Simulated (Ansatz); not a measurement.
CsLiCr2Te2S3:

```
Cs Li Cr Te S
1.0
     3.42162   -5.18069    0.00784
     3.42162    5.18069    0.00784
    -2.90411    0.00000    7.43093
Cs Li Cr Te S
1 1 2 2 3
Direct
  0.09374 0.09374 0.00853
  0.58875 0.58875 0.55336
  0.05646 0.46755 0.55790
  0.46755 0.05646 0.55790
  0.56486 0.87357 0.29035
  0.87357 0.56486 0.29035
  0.81151 0.39697 0.73347
  0.39697 0.81151 0.73347
  0.21404 0.21404 0.48371
```

The cell was built by a generator and needn't be a form met in nature.

| Quantity | Value |
| --- | --- |
| Program | Ansatz 0.2.0 |
| Task | relaxation of cell and atoms |
| Functional | revPBE |
| Potentials or basis | Ansatz PAW |
| Cutoff | 420 eV (not typed: the program's choice for these potentials) |
| k mesh | 4 × 4 × 3 |
| Occupations | fermi-dirac, width 0.05 eV |
| Spin | collinear spin, ferromagnetic start |
| Starting moments | [0.0, 0.0, 3.0, 3.0, 0.0, 0.0, 0.0, 0.0, 0.0] μB |

At the start: volume 29.30 Å³/atom.

Question: Where does the relaxation end?

Answer: It ends after 8 steps and the volume is 32.18 Å³/atom (+9.8 %); space group Cm (No. 8, to 0.05 Å); moment 4.02 μB per cell.

Step by step:
| step | energy change (eV) | largest force (eV/Å) | volume (Å³) |
| --- | --- | --- | --- |
| 1 | 0.0000 | 0.1252 | 263.68 |
| 2 | -0.0424 | 0.1089 | 273.81 |
| 3 | -0.0652 | 0.0790 | 283.44 |
| 4 | -0.0732 | 0.0295 | 288.13 |
| 5 | -0.0734 | 0.0204 | 289.21 |
| 6 | -0.0736 | 0.0137 | 289.77 |
| 7 | -0.0737 | 0.0049 | 289.58 |
| 8 | -0.0781 | 0.0050 | 289.58 |

Final structure:
```
Cs Li Cr Te S
1.0
     3.53150   -5.20582   -0.00163
     3.53150    5.20582   -0.00163
    -3.01895    0.00000    7.87705
Cs Li Cr Te S
1 1 2 2 3
Direct
  0.09111 0.09111 0.02004
  0.58717 0.58717 0.55298
  0.06074 0.47092 0.55707
  0.47092 0.06074 0.55707
  0.56500 0.87128 0.30237
  0.87128 0.56500 0.30237
  0.81133 0.39007 0.71925
  0.39007 0.81133 0.71925
  0.21983 0.21983 0.47864
```

Caveat: the plane-wave basis is chosen anew once the cell has moved, so the energies of steps on either side of that aren't comparable; only a ferromagnetic start was run, and an antiferromagnetic order may lie lower in energy; the PAW data sets come from PBE, with cores solved anew for the run's functional, which leaves a small shift of forces and pressure.
